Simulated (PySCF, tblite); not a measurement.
**C6H10ClO radical: geometry, infrared bands and EPR parameters**

Wanted: the infrared bands and EPR parameters of C6H10ClO radical (`[CH2][C@@]1(CCl)CCOC1`), by calculation.

Programs: tblite 0.8.0 and PySCF 2.14.0, with density-fitted response routines of our own. Each step states its level of theory. These are calculated values for one molecule in the gas phase, unless marked as measured. Atoms count from 0, in the outputs and in this text.

### Step 1. Starting geometry

18 atoms, charge 0, multiplicity 2; geometry from: force field or distance geometry start.

Bonds of the start (Å): C0–C1 1.51, C1–C2 1.56, C2–Cl3 1.79, C1–C4 1.52, C4–C5 1.52, C5–O6 1.43, O6–C7 1.44, C7–C1 1.54, C0–H8 1.08, C0–H9 1.08, C2–H10 1.09, C2–H11 1.09, C4–H12 1.10, C4–H13 1.10, C5–H14 1.09, C5–H15 1.10, C7–H16 1.10, C7–H17 1.09.

### Step 2. Relaxing the molecule with GFN2-xTB

What the job is given:

```
{"job": {"kind": "relax", "xc": "GFN2-xTB", "basis": "xTB"}, "charge": 0, "multiplicity": 2}
C      0.246600    -0.439300    -1.637900
C      0.318500    -0.222200    -0.147300
C      1.737600    -0.574600     0.385600
Cl     2.992100     0.532800    -0.251000
C     -0.144900     1.173900     0.245500
C     -1.658800     1.042500     0.230100
O     -1.952200    -0.299700     0.620200
C     -0.731400    -1.065400     0.590400
H      0.609300     0.323800    -2.315500
H      0.013900    -1.417700    -2.043200
H      2.011900    -1.592500     0.100700
H      1.769200    -0.505200     1.476100
H      0.184400     1.428900     1.263200
H      0.204700     1.970200    -0.433600
H     -2.072300     1.213200    -0.765800
H     -2.138400     1.742300     0.935400
H     -0.938500    -2.029500     0.108100
H     -0.460300    -1.275200     1.627400
```

Started as:

```
$ OMP_NUM_THREADS=1 python probes_run.py task.json out
```

This one command runs all jobs of the session in turn.

**Question.** This job is followed by: GFN2-xTB harmonic vibrations, gas phase; UKS B3LYP, pcH-1 on C Cl H O, non-relativistic, mean-field spin-orbit, GIAO. What will the session give for the following? strongest single infrared mode (GFN2-xTB); zero-point energy (GFN2-xTB); g(iso) (B3LYP); ⟨S²⟩; largest a(iso) (averaged by class); potential on the surface of density 0.002 e/bohr³, 1st and 99th percentile.

The runs gave:

| quantity | value |
| --- | --- |
| strongest single infrared mode (GFN2-xTB) | 2882 cm⁻¹, 71 km/mol |
| zero-point energy (GFN2-xTB) | 91.1 kcal/mol |
| g(iso) (B3LYP) | 2.00271 |
| ⟨S²⟩ | 0.754 (exact 0.75) |
| largest a(iso) (averaged by class) | 13C on C0, 86.1 MHz |
| potential on the surface of density 0.002 e/bohr³, 1st and 99th percentile | -1.31 V and 0.99 V |

The optimisation took 169 steps and gained 0.195 eV; among the close pairs (by a distance rule), C0–C1 changed most, from 1.508 to 1.464 Å. No mode is imaginary among the 48: a minimum at this level. The strongest single mode, at 2882 cm⁻¹, moves mainly H14. GFN2-xTB is a fitted tight-binding method: band positions and strengths are rough. Its intensities can rank the bands wrongly. C0 carries the largest spin population, 1.07 e. The isotropic g lies 0.4 ppt above the free-electron value. These values are for one conformer; the search (at its own cheap level) found 2 more, at 0.00, 0.14 kcal/mol (those within 0.05 may be mirror or relabelled copies), and measured spectra average over such forms.
